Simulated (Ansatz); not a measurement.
# Sr₃BiP, space group Pm-3m: a relaxation of cell and ions

With Ansatz 0.2.0 through its Python package.

Contents of `sr3bip.extxyz`:
```text
5
Lattice="5.776749 0.0 0.0 0.0 5.776749 0.0 0.0 0.0 5.776749" Properties=species:S:1:pos:R:3 pbc="T T T"
Sr    0.00000000    2.88837450    2.88837450
Sr    2.88837450    0.00000000    2.88837450
Sr    2.88837450    2.88837450    0.00000000
Bi    0.00000000    0.00000000    0.00000000
P     2.88837450    2.88837450    2.88837450
```

Notebook, run cell by cell (the value of a cell's last expression is shown):

**Cell 1**
```python
import json

import ansatz
from ase import Atoms
from ase.neighborlist import neighbor_list
import numpy as np
```

**Cell 2**
```python
def edges_and_angles(cell):
    cell = np.asarray(cell)
    a, b, c = np.linalg.norm(cell, axis=1)
    cosines = cell[1] @ cell[2] / (b * c), cell[0] @ cell[2] / (a * c), cell[0] @ cell[1] / (a * b)
    return (a, b, c, *np.degrees(np.arccos(cosines)))
```

**Cell 3**
```python
structure = ansatz.Crystal.from_extxyz("sr3bip.extxyz")
```

**Cell 4**
```python
[site.symbol for site in structure.resolved().sites]
```
Output:
```text
['Sr', 'Sr', 'Sr', 'Bi', 'P']
```

**Cell 5**
```python
# edges free, angles fixed
setup = (
    structure.calculation()
    .functional("lda")
    .basis(420)
    .occupations(ansatz.OccupationsMethod.GAUSSIAN, width=100 * ansatz.meV)
    .kpoints(4)
    .relax(force_tolerance=0.02, fix_cell=["angles"])
)
result = setup.run(threads=1, events_out="stream.ndjson")
with open("stream.ndjson") as stream:
    events = [json.loads(line) for line in stream]
steps = [e["data"] for e in events if e["event"] == "relax_step"]
summary = result.report
```

**Cell 6**
```python
result.lattice.cell_ang
```
Output:
```text
array([[ 5.62702075e+00, -1.26674561e-96,  6.80396675e-97],
       [-1.26674561e-96,  5.62702075e+00,  0.00000000e+00],
       [ 6.80396675e-97,  0.00000000e+00,  5.62702075e+00]])
```

**Cell 7**
```python
summary["published_state_doubts"]
```
Output:
```text
[]
```

**Cell 8**
```python
for s in steps:
    flag = "" if s["accepted"] else "  (rejected)"
    print("step %2d  E = %.5f eV  largest force component = %.4f eV/A%s" % (s["step"], s["lagrangian_ev"], s["allowed_force_max_ev_ang"], flag))
```
Output:
```text
step  1  E = -23149.41971 eV  largest force component = 0.0000 eV/A
step  2  E = -23149.53396 eV  largest force component = 0.0000 eV/A
step  3  E = -23149.53834 eV  largest force component = 0.0000 eV/A
step  4  E = -23149.53839 eV  largest force component = 0.0000 eV/A
step  5  E = -23149.53751 eV  largest force component = 0.0000 eV/A
```

**Cell 9**
```python
first, last = steps[0], steps[-1]
symbols = [site.symbol for site in result.lattice.sites]
print(f"energy gained {first['lagrangian_ev'] - last['lagrangian_ev']:.4f} eV in {len(steps) - 1} steps")
for label, vectors in (("before", first["cell_ang"]), ("after", result.lattice.cell_ang)):
    print(label, "a b c (A) {:.4f} {:.4f} {:.4f}  angles {:.2f} {:.2f} {:.2f}".format(*edges_and_angles(vectors)), f" V = {abs(np.linalg.det(vectors)):.3f} A^3")
print("final stress xx yy zz (GPa, compression positive):", np.round(np.diag(summary["stress_gpa"]), 3) + 0.0)
```
Output:
```text
energy gained 0.1178 eV in 4 steps
before a b c (A) 5.7767 5.7767 5.7767  angles 90.00 90.00 90.00  V = 192.775 A^3
after a b c (A) 5.6270 5.6270 5.6270  angles 90.00 90.00 90.00  V = 178.170 A^3
final stress xx yy zz (GPa, compression positive): [-0.004 -0.004 -0.004]
```

**Cell 10**
```python
print("relaxed fractional positions")
for site in result.lattice.sites:
    print(f"  {site.symbol:2s}", " ".join(f"{v % 1:8.5f}" for v in np.round(site.position_frac, 5)))

final = Atoms(symbols, positions=last["positions_ang"], cell=result.lattice.cell_ang, pbc=True)
i, j, d = neighbor_list("ijd", final, 4.5)
print("neighbours within 1.2 times the shortest distance of each atom (A)")
for atom in range(len(final)):
    near = [m for m in np.argsort(d) if i[m] == atom]
    shell = [m for m in near if d[m] < 1.2 * d[near[0]]]
    print(f"{symbols[atom]}{atom} ({len(shell)}):", ", ".join(f"{symbols[j[m]]} {d[m]:.3f}" for m in shell))
```
Output:
```text
relaxed fractional positions
  Sr  0.00000  0.50000  0.50000
  Sr  0.50000  0.00000  0.50000
  Sr  0.50000  0.50000  0.00000
  Bi  0.00000  0.00000  0.00000
  P   0.50000  0.50000  0.50000
neighbours within 1.2 times the shortest distance of each atom (A)
Sr0 (2): P 2.814, P 2.814
Sr1 (2): P 2.814, P 2.814
Sr2 (2): P 2.814, P 2.814
Bi3 (12): Sr 3.979, Sr 3.979, Sr 3.979, Sr 3.979, Sr 3.979, Sr 3.979, Sr 3.979, Sr 3.979, Sr 3.979, Sr 3.979, Sr 3.979, Sr 3.979
P4 (6): Sr 2.814, Sr 2.814, Sr 2.814, Sr 2.814, Sr 2.814, Sr 2.814
```

**Cell 11**
```python
print("atom   start x y z (A)              end x y z (A)")
for symbol, a, b in zip(symbols, first["positions_ang"], last["positions_ang"]):
    print(f"{symbol:3s}", " ".join(f"{v:8.4f}" for v in a), "  ", " ".join(f"{v:8.4f}" for v in b))
```
Output:
```text
atom   start x y z (A)              end x y z (A)
Sr    0.0000   2.8884   2.8884      0.0000   2.8135   2.8135
Sr    2.8884   0.0000   2.8884      2.8135   0.0000   2.8135
Sr    2.8884   2.8884   0.0000      2.8135   2.8135  -0.0000
Bi    0.0000   0.0000   0.0000     -0.0000  -0.0000   0.0000
P     2.8884   2.8884   2.8884      2.8135   2.8135   2.8135
```

**Cell 12**
```python
for key in ("converged", "n_iterations", "n_electrons", "n_kpoints", "n_pw", "n_symmetry_ops", "free_energy_ev", "fermi_energy_ev"):
    print(f"{key:18s} {summary[key]}")
```
Output:
```text
converged          True
n_iterations       5
n_electrons        50.0
n_kpoints          10
n_pw               3431
n_symmetry_ops     48
free_energy_ev     -23149.53750718652
fermi_energy_ev    6.955732000645136
```

Notes:
- Total energies depend on the potentials; only differences at equal settings carry meaning. A total without «per atom» is that of the cell as typed.
- Forces vanish by symmetry, so the ions can't move, and the end may be a saddle.
- With fixed filling the reported Fermi level is the top filled level among the k-points of the SCF.
- Only differences from the Fermi energy are physical; the zero of the scale is a convention.
- Energies along a relaxation are free energies. Rows at an unchanged volume are solved on a plane-wave basis chosen afresh for that cell, so the energy jumps there and such rows are no steps of the walk.
- Spin-orbit coupling, which matters for elements this heavy, is left out.
- This cell is a computed structure, which may not be the phase found in nature.
- Finished in 12 s on 1 thread of Arm Neoverse V2, on a shared host, peak memory 0.49 GiB.

(Lines on the test bed's own set-up are left out of the output.)
